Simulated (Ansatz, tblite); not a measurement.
# SiMe(OAc)3 (C₇H₁₂O₆Si): one state, many levels

Aim: run the singlet of SiMe(OAc)3 (C₇H₁₂O₆Si) at one geometry on many levels, and compare frontier levels, spin and run time.

Method: as each input shows; program: Ansatz 0.2.0, Gaussian basis.

Levels to be run: GFN1-xTB, GFN2-xTB, PBE-D4/def2-TZVP, r2SCAN-D4/def2-TZVP, PBE-D4/def2-SVP, PBE0-D4/def2-SVP, HF/6-31G, B3LYP-D4/6-31G, MP2/def2-SVP, RPA/def2-SVP.

4 further runs of the same task are left out: 2 that didn't finish, 2 set aside as unsound or not needed. Runs told in other sessions of the task aren't counted.

## 1. The relaxed structure

The singlet was relaxed beforehand with PBE-D4/def2-SVP.

26 atoms, charge 0, spin multiplicity 1.

Bond lengths: Si1–C2 1.846 Å, Si1–O6 1.712 Å, Si1–O13 1.707 Å, Si1–O20 1.699 Å, C2–H3 1.108 Å, C2–H4 1.107 Å, C2–H5 1.107 Å, O6–C7 1.364 Å, C7–C8 1.506 Å, C7–O9 1.217 Å, C8–H10 1.103 Å, C8–H11 1.109 Å, C8–H12 1.108 Å, O13–C14 1.362 Å, C14–C15 1.502 Å, C14–O16 1.219 Å, C15–H17 1.103 Å, C15–H18 1.110 Å and more. Angles: C2–Si1–O6 114.4°, C2–Si1–O13 115.5°, C2–Si1–O20 107.6°, O6–Si1–O13 103.4°, O6–Si1–O20 102.6°, O13–Si1–O20 112.5°, Si1–C2–H3 110.5°, Si1–C2–H4 109.1°, Si1–C2–H5 109.3°, H3–C2–H4 109.1°, H3–C2–H5 109.0°, H4–C2–H5 109.8°, Si1–O6–C7 119.8°, O6–C7–C8 111.9°, O6–C7–O9 122.4°, C8–C7–O9 125.7°, C7–C8–H10 110.0°, C7–C8–H11 109.4° and more.

PBE0-D4/def2-TZVP was run before; its log isn't repeated, and its numbers join the tables.

## 2. GFN1-xTB

Tight binding, by tblite at 300 K electronic temperature and without a spin-polarisation term:

```python
tblite.interface.Calculator('GFN1-xTB', numbers, positions, charge=0, uhf=0).singlepoint()
```

Energy -1403.1349 eV, HOMO -12.31 eV, LUMO -7.33 eV; 0.023 s.

## 3. GFN2-xTB

Tight binding, by tblite at 300 K electronic temperature and without a spin-polarisation term:

```python
tblite.interface.Calculator('GFN2-xTB', numbers, positions, charge=0, uhf=0).singlepoint()
```

Energy -1289.9964 eV, HOMO -11.53 eV, LUMO -6.92 eV; 0.019 s.

## 4. PBE-D4/def2-TZVP

start.molden holds the orbitals of an earlier run on this state, given as this run's starting guess.

in.yaml reads:

```yaml
crystal:
  periodic: [false, false, false]
  atoms:
    - {symbol: Si, position_ang: [0.219753, -0.192764, 0.688153]}
    - {symbol: C, position_ang: [0.186262, -0.483865, 2.511025]}
    - {symbol: H, position_ang: [0.810829, -1.359907, 2.776054]}
    - {symbol: H, position_ang: [-0.857406, -0.674479, 2.828433]}
    - {symbol: H, position_ang: [0.579618, 0.409896, 3.031577]}
    - {symbol: O, position_ang: [1.786959, 0.029094, 0.035151]}
    - {symbol: C, position_ang: [2.569890, 1.052189, 0.482661]}
    - {symbol: C, position_ang: [3.869658, 1.136926, -0.273990]}
    - {symbol: O, position_ang: [2.224760, 1.791761, 1.385258]}
    - {symbol: H, position_ang: [4.500305, 1.938794, 0.146527]}
    - {symbol: H, position_ang: [3.660624, 1.339155, -1.343776]}
    - {symbol: H, position_ang: [4.398499, 0.164314, -0.230351]}
    - {symbol: O, position_ang: [-0.633132, 1.182877, 0.147343]}
    - {symbol: C, position_ang: [-1.994590, 1.140062, 0.152661]}
    - {symbol: C, position_ang: [-2.599302, 2.275382, -0.623638]}
    - {symbol: O, position_ang: [-2.607595, 0.244819, 0.708367]}
    - {symbol: H, position_ang: [-3.688882, 2.316529, -0.454357]}
    - {symbol: H, position_ang: [-2.394570, 2.093079, -1.698940]}
    - {symbol: H, position_ang: [-2.117686, 3.235249, -0.355856]}
    - {symbol: O, position_ang: [-0.299343, -1.620919, -0.070947]}
    - {symbol: C, position_ang: [-0.866987, -1.716913, -1.311434]}
    - {symbol: C, position_ang: [-1.347477, -3.119636, -1.580197]}
    - {symbol: O, position_ang: [-0.976774, -0.773967, -2.067323]}
    - {symbol: H, position_ang: [-1.679398, -3.211649, -2.628546]}
    - {symbol: H, position_ang: [-2.194269, -3.342515, -0.899378]}
    - {symbol: H, position_ang: [-0.549758, -3.853490, -1.354467]}
basis:
  gaussian: {orbitals: def2-TZVP, initial_orbitals: start.molden}
hamiltonian: {xc: pbe, dispersion: d4}
scf: {omitted_lower_state_checks: [starts]}
output: {orbitals: {seedname: orbitals}}
```

On the command line:

```sh
$ ansatz run in.yaml --threads 4 --pin off --events-out ev --progress --plain --max-ram 6963MiB
```

After this run come: r2SCAN-D4/def2-TZVP; PBE-D4/def2-SVP; PBE0-D4/def2-SVP; HF/6-31G; B3LYP-D4/6-31G; MP2/def2-SVP; RPA/def2-SVP.

Q: Predict the results of all the runs planned. Wanted: gap in def2-TZVP, named functionals, smallest and largest; correlation energy, MP2/def2-SVP; binding an atom, functionals in def2-TZVP; PBE0 total energy, smallest basis above largest.

As calculated:

| quantity | value |
| --- | --- |
| gap in def2-TZVP, named functionals, smallest and largest | 5.02 eV (PBE-D4), 7.84 eV (PBE0-D4) |
| correlation energy, MP2/def2-SVP | -57.71 eV |
| binding an atom, functionals in def2-TZVP | 4.62 (PBE0-D4) to 4.75 eV (PBE-D4) |
| PBE0 total energy, smallest basis above largest | 25.48 eV (def2-SVP, def2-TZVP) |

In words: Over the named functionals in def2-TZVP the gap runs from 5.02 eV (PBE-D4) to 7.84 eV (PBE0-D4); exact exchange widens it.
